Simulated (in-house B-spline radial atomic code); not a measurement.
**Rh⁴¹⁺: RPA and G0W0 on different mean-field starts**

Aim: see how far the highest quasi-particle level and the RPA correlation energy of Rh⁴¹⁺ depend on the orbitals that they are built on.

Program: an in-house B-spline radial atomic code, version 1. Level of theory: RPA, second order, AC-SOSEX and G0W0 (contour deformation) on a non-relativistic mean field, all electrons; no spin-orbit coupling, Breit or QED terms. These are calculated values, not measurements, unless marked.

### Step 1. The system

| Property | Result |
| --- | --- |
| element | rhodium (Z = 45) |
| charge | +41 |
| electrons | 4 |
| configuration | [He] 2s2 |
| next ion, run as well | [He] 2s1 |
| Hamiltonian | non-relativistic, point nucleus |
| starts | Hartree-Fock, PBE, BLYP, BHandHLYP |

Outer shells as boxes (Hund's rule):

Rh41+
```
[He] core
2s [↑↓]
```

### Step 2. Run with the Hartree-Fock start

Settings of the run:

```ini
Z = 45
electrons = 4.0
configuration = [He] 2s2
hamiltonian = nr
method = hf
lmax = 9
spin_polarised = False
box_radius = 2.42
intervals = 45
```

Launch:

```
python run_gw.py task.json out
```

task.json lists these runs, among others, and the program works through them in turn.

From the run's result record (rounded, not every field):

```text
{
  "status": "converged",
  "energies [hartree]": {
    "mean_field": -2461.363501,
    "exx_total": -2461.363501,
    "exchange": -36.2734428,
    "rpa": -0.56799138,
    "rpa_summed": -0.56769673,
    "direct_second_order": -0.68522861,
    "second_order_exchange": 0.33859852,
    "sosex": 0.2803036
  },
  "rpa_by_multipole [hartree]": [-0.0313172, -0.50304, -0.0228925, -0.00606256, -0.00225855, -0.00102174, -0.00052474, -0.000294464, -0.000175766, -0.000109067],
  "polarisability [bohr^3: independent particles, RPA]": [0.0021927, 0.00142354],
  "gap [hartree]": 9.266804,
  "levels [hartree]": [
    {"name": "2s", "occ": 1, "e": -228.9196, "sx": -7.461879, "vxc": -7.461879, "sc": -0.397085, "z": 0.9823489, "qp": -229.3168, "tail": -0.000180797},
    {"name": "1s", "occ": 1, "e": -967.2248, "sx": -28.81156, "vxc": -28.81156, "sc": 0.1159269, "z": 0.9879306, "qp": -967.109, "tail": -0.0001248041},
    {"name": "2p", "occ": 0, "e": -219.6528, "sx": -1.98166, "vxc": -1.98166, "sc": 0.02686365, "z": 0.9934397, "qp": -219.6261, "tail": -0.0002241769}
  ],
  "ion_energies [hartree]": {
    "mean_field": -2232.454499,
    "exx_total": -2232.454499,
    "exchange": -32.11960199,
    "rpa": -0.23376189,
    "rpa_summed": -0.23360618,
    "direct_second_order": -0.25303799,
    "second_order_exchange": 0.20054091,
    "sosex": 0.18182729
  }
}
```

Wall time 1 s (1 thread, shared host).

In the record, exx_total is the Hartree-Fock functional on the start's orbitals, rpa_summed the RPA energy up to lmax and rpa the same with the tail beyond it, gap the smallest same-spin excitation energy of the start. For a level, e is the start's value, sx and sc the exchange and correlation self-energies, vxc the start's own term, z the quasi-particle weight, and qp = e + sx − vxc + sc + tail. Deeper levels of weight under 0.85 meet poles of the self-energy and are not shown.

Highest level 2s: -6229.2 eV in the start, -6240.0 eV after G0W0, weight 0.98.

The largest part of the RPA energy comes from multipole 1 (89 % of the sum).

### Step 3. Run with the PBE start

Changes to the settings of step 2:

```diff
@@ -4,3 +4,3 @@
 hamiltonian = nr
-method = hf
+method = pbe,pbe
 lmax = 9
```

Results of the run:

```text
{
  "status": "converged",
  "energies [hartree]": {
    "mean_field": -2461.151533,
    "exx_total": -2461.360794,
    "exchange": -36.26221438,
    "rpa": -0.98022653,
    "rpa_summed": -0.97993148,
    "direct_second_order": -1.5191171,
    "second_order_exchange": 0.75546473,
    "sosex": 0.48663145
  },
  "rpa_by_multipole [hartree]": [-0.0317993, -0.914254, -0.0233484, -0.00612392, -0.00227267, -0.00102603, -0.000526294, -0.000295101, -0.000176058, -0.000109217],
  "polarisability [bohr^3: independent particles, RPA]": [0.00542006, 0.00227158],
  "gap [hartree]": 3.639374,
  "levels [hartree]": [
    {"name": "2s", "occ": 1, "e": -226.5636, "sx": -7.47711, "vxc": -5.121092, "sc": -0.5434512, "z": 0.9585887, "qp": -229.4633, "tail": -0.0001767733},
    {"name": "1s", "occ": 1, "e": -956.3113, "sx": -28.7851, "vxc": -17.8749, "sc": 0.1592072, "z": 0.9974077, "qp": -967.0624, "tail": -0.0001278383},
    {"name": "2p", "occ": 0, "e": -222.9242, "sx": -1.992952, "vxc": -5.277438, "sc": 0.06907649, "z": 0.9863915, "qp": -219.5709, "tail": -0.000223431}
  ],
  "ion_energies [hartree]": {
    "mean_field": -2232.064309,
    "exx_total": -2232.452336,
    "exchange": -32.10754655,
    "rpa": -0.39866745,
    "rpa_summed": -0.39851171,
    "direct_second_order": -0.51152269,
    "second_order_exchange": 0.45838887,
    "sosex": 0.34644611
  }
}
```

Wall time 1 s (1 thread, shared host).

Highest level 2s: -6165.1 eV in the start, -6244.0 eV after G0W0, weight 0.96.

### Step 4. Run with the BLYP start

Changes to the settings of step 3:

```diff
@@ -4,3 +4,3 @@
 hamiltonian = nr
-method = pbe,pbe
+method = b88,lyp
 lmax = 9
```

Results of the run:

```text
{
  "status": "converged",
  "energies [hartree]": {
    "mean_field": -2461.474133,
    "exx_total": -2461.360851,
    "exchange": -36.26465468,
    "rpa": -0.97984262,
    "rpa_summed": -0.97954755,
    "direct_second_order": -1.5180566,
    "second_order_exchange": 0.75493444,
    "sosex": 0.48643913
  },
  "rpa_by_multipole [hartree]": [-0.0317959, -0.913872, -0.0233495, -0.00612424, -0.00227279, -0.00102609, -0.000526323, -0.000295118, -0.000176067, -0.000109223],
  "polarisability [bohr^3: independent particles, RPA]": [0.00541418, 0.00227031],
  "gap [hartree]": 3.642948,
  "levels [hartree]": [
    {"name": "2s", "occ": 1, "e": -226.5891, "sx": -7.477705, "vxc": -5.147568, "sc": -0.5444368, "z": 0.9584583, "qp": -229.4638, "tail": -0.0001767614},
    {"name": "2p", "occ": 0, "e": -222.9461, "sx": -1.993094, "vxc": -5.300372, "sc": 0.06873097, "z": 0.9864465, "qp": -219.5703, "tail": -0.0002234528}
  ],
  "ion_energies [hartree]": {
    "mean_field": -2232.416613,
    "exx_total": -2232.452601,
    "exchange": -32.11058148,
    "rpa": -0.39711049,
    "rpa_summed": -0.39695473,
    "direct_second_order": -0.508574,
    "second_order_exchange": 0.45544239,
    "sosex": 0.34488789
  }
}
```

Wall time 1.1 s (1 thread, shared host).

G0W0 moves 2s down by 78.2 eV, to -6244.0 eV.

### Step 5. Run with the BHandHLYP start

Changes to the settings of step 4:

```diff
@@ -4,3 +4,3 @@
 hamiltonian = nr
-method = b88,lyp
+method = bhandhlyp
 lmax = 9
```

Results of the run:

```text
{
  "status": "converged",
  "energies [hartree]": {
    "mean_field": -2461.489445,
    "exx_total": -2461.36278,
    "exchange": -36.26898919,
    "rpa": -0.70550219,
    "rpa_summed": -0.7052073,
    "direct_second_order": -0.92074094,
    "second_order_exchange": 0.45631682,
    "sosex": 0.34911699
  },
  "rpa_by_multipole [hartree]": [-0.0315554, -0.640046, -0.0231173, -0.00609311, -0.00226567, -0.00102397, -0.00052558, -0.000294829, -0.00017594, -0.000109156],
  "polarisability [bohr^3: independent particles, RPA]": [0.0031026, 0.00174458],
  "gap [hartree]": 6.454849,
  "levels [hartree]": [
    {"name": "2s", "occ": 1, "e": -227.7792, "sx": -7.469733, "vxc": -6.329716, "sc": -0.4640198, "z": 0.9739078, "qp": -229.3834, "tail": -0.0001881782},
    {"name": "1s", "occ": 1, "e": -961.8551, "sx": -28.79926, "vxc": -23.43165, "sc": 0.1449306, "z": 0.9963593, "qp": -967.0779, "tail": -0.0001299108},
    {"name": "2p", "occ": 0, "e": -221.3243, "sx": -1.987402, "vxc": -3.662917, "sc": 0.04588721, "z": 0.9908659, "qp": -219.6031, "tail": -0.0002222927}
  ],
  "ion_energies [hartree]": {
    "mean_field": -2232.482458,
    "exx_total": -2232.454017,
    "exchange": -32.11511987,
    "rpa": -0.28310669,
    "rpa_summed": -0.28295089,
    "direct_second_order": -0.32083509,
    "second_order_exchange": 0.2680226,
    "sosex": 0.23096345
  }
}
```

Run time: 1.1 s. Hardware: 1 thread, shared host.

G0W0 moves 2s down by 43.7 eV, to -6241.8 eV.

### Step 6. The members side by side

```tsv
start	level	mean field (eV)	G0W0 (eV)	weight	RPA (hartree)	RPA+SOSEX (hartree)	α, direct RPA (bohr³)	time	miss (eV)
Hartree-Fock	2s	-6229.2	-6240.0	0.982	-0.56799	-0.28769	0.001424	1 s	-204
PBE	2s	-6165.1	-6244.0	0.959	-0.98023	-0.49360	0.002272	1 s	-200
BLYP	2s	-6165.8	-6244.0	0.958	-0.97984	-0.49340	0.002270	1.1 s	-200
BHandHLYP	2s	-6198.2	-6241.8	0.974	-0.70550	-0.35639	0.001745	1.1 s	-202
```

The miss is the G0W0 removal energy (the level with its sign changed) less the semi-empirical ionisation energy, 6444.0 ± 6 eV. Times are single runs on a shared host.

Removal energy from total energies of the two species (eV):

```tsv
start	mean field	HF functional	RPA	RPA+SOSEX	second order
Hartree-Fock	6228.9	6228.9	6238.0	6235.3	6236.9
PBE	6233.8	6228.9	6244.7	6240.9	6248.3
BLYP	6233.0	6228.9	6244.8	6240.9	6248.2
BHandHLYP	6231.6	6228.9	6240.4	6237.2	6240.1
```

### Step 7. What came out

```
                                       quantity                                                              value
highest level, mean field (range over the runs)                                              -6229.2 to -6165.1 eV
      highest level, G0W0 (range over the runs)                                              -6244.0 to -6240.0 eV
                         RPA correlation energy                                         -0.9802 to -0.5680 hartree
                                      RPA+SOSEX                                         -0.4936 to -0.2877 hartree
    semi-empirical ionisation energy (2s shell)  6444.0 ± 6 eV (NIST Atomic Spectra Database, ionization energies)
            G0W0 removal energy less that value                                                    -204 to -200 eV
```

In words: Across the starts the mean-field level varies by 64.1 eV and the G0W0 level by 4.0 eV (6.2 % as much). Starts without exact exchange bind the level too weakly, through self-interaction, and G0W0 pulls it down by 78 to 79 eV. The RPA energy is largest in size on PBE and smallest on Hartree-Fock, 42 % apart; over the runs it loosely follows the gap of the start, as smaller excitation energies give more correlation. All runs miss the semi-empirical ionisation energy, 6444.0 ± 6 eV, by about -201 eV (-3.1 %), far more than they differ among themselves. Relativity, left out here, binds an s electron more tightly: it works in the direction of closing this gap. Read as a removal energy, the bare PBE level is off by -279 eV (-4.3 %) and the nearest bare level, Hartree-Fock's, by -215 eV. As differences of total energies the mean miss over the starts is 212 eV for mean field, 202 eV for RPA, 205 eV for RPA+SOSEX. For so heavy an element the non-relativistic levels are a model, not the real atom's.
